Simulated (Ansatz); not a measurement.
# H2SSi: the cost of one run

The runs use Ansatz 0.2.0, Gaussian basis; PBE0-D4/def2-TZVP structures, single points in def2-TZVPP, no counterpoise correction.

Levels: SPW92, PBE-D4, BLYP-D4, r2SCAN-D4, B97M-V, PBE0-D4, B3LYP-D4, r2SCAN0-D4, BHLYP-D4, CAM-B3LYP-D4, wB97X-V, wB97M-V, B2PLYP, PBE-QIDH, RPA on PBE, Hartree-Fock, MP2, CCSD, CCSD(T).

Cores are frozen in the correlated methods. B3LYP uses VWN-RPA correlation. B2PLYP carries no dispersion term here.

56 further runs of the same task are left out: 56 set aside as unsound or not needed.

**1. The system as given**

The complex: 11 atoms, charge 0, spin multiplicity 1.

Atoms are counted from 1 here; the program's logs count them from 0.

Bond lengths: Si1–N2 1.950 Å, Si1–S4 1.979 Å, Si1–H6 1.496 Å, Si1–H7 1.496 Å, N2–C3 1.477 Å, N2–H5 1.019 Å, N2–H8 1.018 Å, C3–H9 1.090 Å, C3–H10 1.089 Å, C3–H11 1.090 Å. Angles: N2–Si1–S4 106.6°, N2–Si1–H6 95.5°, N2–Si1–H7 95.3°, S4–Si1–H6 123.1°, S4–Si1–H7 122.6°, H6–Si1–H7 106.0°, Si1–N2–C3 112.8°, Si1–N2–H5 104.0°, Si1–N2–H8 111.6°, C3–N2–H5 109.4°, C3–N2–H8 111.0°, H5–N2–H8 107.6°, N2–C3–H9 107.5°, N2–C3–H10 108.6°, N2–C3–H11 111.1°, H9–C3–H10 108.9°, H9–C3–H11 110.7°, H10–C3–H11 109.9°.

Coordinates:

```xyz
11
CH7NSSi
Si   -0.3512    1.5027    0.0334
N     0.6658   -0.1515   -0.1416
C    -0.1477   -1.3548    0.1250
S    -1.7610    1.4511   -1.3552
H     0.9667   -0.1545   -1.1147
H    -0.6369    1.3422    1.4934
H     0.8376    2.4064   -0.0584
H     1.5016   -0.1396    0.4388
H    -1.0389   -1.2918   -0.4989
H    -0.4484   -1.3461    1.1717
H     0.4124   -2.2641   -0.0934
```

Its parts: SiH₂S holds atoms 1, 4, 6, 7; CH₅N holds atoms 2, 3, 5, 8, 9, 10, 11. Each part counts its atoms afresh in its own runs.

**2. Relaxing SiH₂S alone**

The input, relax-a/in.yaml:

```yaml
crystal:
  periodic: [false, false, false]
  atoms:
    - {symbol: Si, position_ang: [-0.351155, 1.502691, 0.033358]}
    - {symbol: S, position_ang: [-1.760963, 1.451070, -1.355218]}
    - {symbol: H, position_ang: [-0.636930, 1.342156, 1.493370]}
    - {symbol: H, position_ang: [0.837618, 2.406420, -0.058395]}
basis:
  gaussian: {orbitals: def2-TZVP}
hamiltonian: {xc: pbe0, dispersion: d4}
relax: {f_tol: 0.005, max_steps: 200}
```

Command:

```console
ansatz run in.yaml --threads 4 --pin off --events-out ev --progress --plain --max-ram 9574MiB
```

**Question.** How long does this run take on 4 threads of Intel Xeon at 2.70GHz, shared host?

About 4.2 s.
